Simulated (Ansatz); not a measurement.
# Tl (diamond type): how the settings move a single-point run

Question: which choices in the input matter for Tl (diamond type)?

Program: Ansatz 0.2.0. Level of theory: reference: DFT, PBEsol, norm-conserving pseudopotentials, Ansatz's default files, scalar-relativistic. These are calculated values, not measurements.

## (1) The structure to begin with

It takes space group Fd-3m (No. 227, cubic). Conventional cell: a = 5.068 Å, b = 5.068 Å, c = 5.068 Å, α = 90.00°, β = 90.00°, γ = 90.00°. Around Tl (site symmetry -43m) lie 4 Tl at 2.19 Å.

Coordinates:

```xyz
2
Lattice="0.0000 2.5338 2.5338 2.5338 0.0000 2.5338 2.5338 2.5338 0.0000" Properties=species:S:1:pos:R:3 pbc="T T T"
Tl   -0.6334   -0.6334   -0.6334
Tl    0.6334    0.6334    0.6334
```

## (2) Baseline

input.yaml

```yaml
crystal:
  lattice:
    - [0.0, 2.5337918558, 2.5337918558]
    - [2.5337918558, 0.0, 2.5337918558]
    - [2.5337918558, 2.5337918558, 0.0]
  atoms:
    - { symbol: Tl, position: [-0.125, -0.125, -0.125] }
    - { symbol: Tl, position: [0.125, 0.125, 0.125] }
kpoints:
  mp_grid: { grid: [10, 10, 10] }
scf:
  occupations: { method: fermi_dirac, width: 0.1 }
hamiltonian:
  xc: pbesol
  pseudopotentials: { kind: nc }
output:
  forces: true
  stress: true
  eigenvalues: true
```

Launch:

```
ansatz run input.yaml --threads 1 --pin off --max-ram 2048MiB --backend cpu --events-out ev --progress --plain --runs-dir out
```

## (3) Changed: dispersion d3bj

input.yaml, as its differences from that of step 2:

```diff
@@ -15,2 +15,3 @@
   pseudopotentials: { kind: nc }
+  dispersion: d3bj
 output:
```

Q: Predict the outcome of this session. Wanted: for each run, ending; energy change; pressure; gap; force.

As calculated:

```csv
run,ending,energy change,pressure (GPa),gap (eV),force (eV/Å),cycles,time
reference,converged,0,223.8,0.00,0.00,6,4 s
1: dispersion d3bj,converged,-678.7 meV/atom (offset of the dispersion model),217.0,0.00,0.00,6,4.2 s
```

Residual by cycle in the longest SCF loop of each run; runs are numbered as in the table. The quantity is the density residual dr2, in eV.

```csv
cycle,reference,run 1
1,0.628,0.628
2,0.148,0.148
3,0.00214,0.00214
4,5.5e-5,5.5e-5
5,4.7e-6,4.7e-6
6,8.4e-8,8.4e-8
```

What this shows: The energy moves by -678.7 meV/atom, nearly all of it the dispersion term itself (-678.7 meV/atom); that offset belongs to the model and is no gain or loss of stability; the pressure goes from 223.8 to 217.0 GPa. The structure is not at rest: the sound run finds 224 GPa, so these are no properties of the relaxed crystal. 
